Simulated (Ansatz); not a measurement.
# C2H7AlO: basis-set convergence

Aim: see how fast density functionals converge with the basis set for C2H7AlO.

Method: one geometry, several basis sets; program: Ansatz 0.2.0, Gaussian basis.

Plan: PBE0-D4/def2-SVP; ωB97M-V/def2-SVP; PBE0-D4/def2-QZVPP; ωB97M-V/def2-QZVPP; the functionals' def2-TZVPP values are taken from earlier runs.

### Step 1. The geometry

All runs share one geometry, relaxed beforehand with PBE0-D4 in a triple-zeta def2 set.

11 atoms, charge 0, spin multiplicity 1.

Atoms are counted from 1 here; the program's logs count them from 0.

Bond lengths: O1–C2 1.487 Å, O1–Al4 1.994 Å, O1–H5 0.961 Å, C2–C3 1.508 Å, C2–H6 1.092 Å, C2–H7 1.092 Å, C3–Al4 2.006 Å, C3–H8 1.090 Å, C3–H9 1.089 Å, Al4–H10 1.600 Å, Al4–H11 1.593 Å. Angles: C2–O1–Al4 91.6°, C2–O1–H5 113.4°, Al4–O1–H5 128.9°, O1–C2–C3 103.3°, O1–C2–H6 106.3°, O1–C2–H7 107.6°, C3–C2–H6 116.3°, C3–C2–H7 113.0°, H6–C2–H7 109.6°, C2–C3–Al4 90.5°, C2–C3–H8 112.4°, C2–C3–H9 112.4°, Al4–C3–H8 115.2°, Al4–C3–H9 116.3°, H8–C3–H9 109.1°, O1–Al4–C3 71.9°, O1–Al4–H10 104.7°, O1–Al4–H11 109.2° and more.

Geometry (Å):

```tsv
atom	x (Å)	y (Å)	z (Å)
O1	-0.71399	0.60820	-0.85147
C2	-0.22654	0.92132	0.51841
C3	0.28449	-0.40722	1.01558
Al4	0.24118	-1.14172	-0.85047
H5	-0.62584	1.34331	-1.46476
H6	-1.07588	1.34581	1.05699
H7	0.56022	1.67230	0.42511
H8	-0.40352	-0.88077	1.71597
H9	1.26649	-0.32621	1.48029
H10	1.53487	-0.89742	-1.75935
H11	-0.77617	-2.29460	-1.26570
```

### Step 2. PBE0-D4 in def2-SVP

Contents of in.yaml:

```yaml
crystal:
  periodic: [false, false, false]
  atoms:
    - {symbol: O, position_ang: [-0.713994, 0.608201, -0.851466]}
    - {symbol: C, position_ang: [-0.226537, 0.921316, 0.518415]}
    - {symbol: C, position_ang: [0.284491, -0.407220, 1.015576]}
    - {symbol: Al, position_ang: [0.241177, -1.141718, -0.850467]}
    - {symbol: H, position_ang: [-0.625843, 1.343313, -1.464757]}
    - {symbol: H, position_ang: [-1.075880, 1.345808, 1.056987]}
    - {symbol: H, position_ang: [0.560218, 1.672305, 0.425110]}
    - {symbol: H, position_ang: [-0.403522, -0.880773, 1.715966]}
    - {symbol: H, position_ang: [1.266491, -0.326208, 1.480290]}
    - {symbol: H, position_ang: [1.534872, -0.897422, -1.759354]}
    - {symbol: H, position_ang: [-0.776171, -2.294602, -1.265700]}
basis:
  gaussian: {orbitals: def2-SVP}
hamiltonian: {xc: pbe0, dispersion: d4}
output: {orbitals: {seedname: orbitals}}
```

Started as:

```console
> ansatz run in.yaml --threads 2 --pin off --events-out ev --progress --plain --max-ram 4352MiB
```

The runs that follow: ωB97M-V in def2-SVP; PBE0-D4 in def2-QZVPP; ωB97M-V in def2-QZVPP.

**Question.** What will the summary of the whole plan be? Wanted: PBE0-D4: double and triple zeta above quadruple; ωB97M-V: double and triple zeta above quadruple.

**Answer**, as computed:

```
                                       quantity          value
PBE0-D4: double and triple zeta above quadruple  7.61, 0.45 eV
ωB97M-V: double and triple zeta above quadruple  7.79, 0.43 eV
```

What this shows: PBE0-D4 gains 7.16 eV from double to triple zeta, then 0.45 eV more. These are total energies; as a rule much of such shifts cancels in differences, which this series doesn't test. The LUMO of ωB97M-V is positive and keeps falling with the basis (1.76 to 0.67 eV): an unbound level that the basis holds in place.
